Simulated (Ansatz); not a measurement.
This script drives the Ansatz DFT code, driven from Python.

`cohesive_k3na.py`:
```python
"""Binding of K3Na against spin-polarised atoms in a box."""

from collections import Counter
import warnings

import ansatz

PHASES = {
    "K3Na": (
        [(6.369323, 0.0, 0.0), (0.0, 6.369323, 0.0), (0.0, 0.0, 6.369323)],
        [
            ("K", (0.0, 0.5, 0.5)),
            ("K", (0.5, 0.0, 0.5)),
            ("K", (0.5, 0.5, 0.0)),
            ("Na", (0.0, 0.0, 0.0)),
        ],
    ),
}


def build(vectors, sites):
    crystal = ansatz.Crystal(lattice=ansatz.Lattice.of(vectors))
    for symbol, position in sites:
        crystal = crystal.atom(symbol, position)
    return crystal


def counts(outcome):
    return Counter(site.symbol for site in outcome.lattice.sites)

UNPAIRED = {"K": 1, "Na": 1}  # unpaired electrons of the free atoms


def ground_state(name, crystal):
    calc = (
        crystal.calculation()
        .functional("lda")
        .basis(18 * ansatz.Ha)
        .kpoints(spacing=0.14)
        .occupations("fermi_dirac", width=0.02)
    )
    if name.endswith(" atom"):
        calc = calc.kpoints(1, 1, 1).occupations("fermi_dirac", width=0.01)
        if UNPAIRED[name.split()[0]]:
            calc = calc.spin("collinear")
        return calc.run(threads=1, pin="off")
    calc = calc.relax(force_tolerance=0.03, cell=True)
    return calc.run(threads=1, pin="off")

warnings.simplefilter("ignore")

phases = {name: build(*cell) for name, cell in PHASES.items()}
# a box with unlike edges lets an open shell break the spherical symmetry
for element, moment in UNPAIRED.items():
    phases[f"{element} atom"] = ansatz.Lattice.orthorhombic(10.0, 10.5, 11.0).atom(element, (0.5, 0.5, 0.5), moment=moment or None)

done = {}
for name, crystal in phases.items():
    done[name] = ground_state(name, crystal)
    print(f"{name}: {done[name].report['energy_sigma0_ev']:.4f} eV, {len(done[name].lattice.sites)} atoms")

for element in UNPAIRED:
    atom = done[f"{element} atom"].report
    print(f"{element} atom: {atom['energy_sigma0_ev']:.4f} eV, moment {atom['magnetization_mub']:.2f} muB")
solid = done["K3Na"]
n = counts(solid)
binding = (sum(k * done[f"{e} atom"].report["energy_sigma0_ev"] for e, k in n.items()) - solid.report["energy_sigma0_ev"]) / sum(n.values())
print(f"cohesive energy {binding:.3f} eV/atom = {96.4853 * binding:.0f} kJ/mol of atoms (no zero-point energy)")
```

It is started by `python cohesive_k3na.py`. Estimate its wall time and peak memory on 1 thread of Arm Neoverse V2, with other jobs on the host.

It took about 61 s, with a peak of 0.88 GiB, for 3 runs of the engine.

`python cohesive_k3na.py` gives:
```text
K3Na: -5955.2999 eV, 4 atoms
K atom: -1495.2881 eV, 1 atoms
Na atom: -1465.3796 eV, 1 atoms
K atom: -1495.2881 eV, moment 1.00 muB
Na atom: -1465.3796 eV, moment 1.00 muB
cohesive energy 1.014 eV/atom = 98 kJ/mol of atoms (no zero-point energy)
```

Absolute energies stand on the zero of these potentials, so only differences at equal settings mean something. Other magnetic orders than the one started from may lie lower. For the metals among these phases the mesh is modest: differences between phases can be off by up to 40 meV an atom. The cells come from databases of deposited and of computed structures, and not all need be stable phases. Free atoms in a box carry small image and symmetry errors, and spin-orbit coupling is left out.
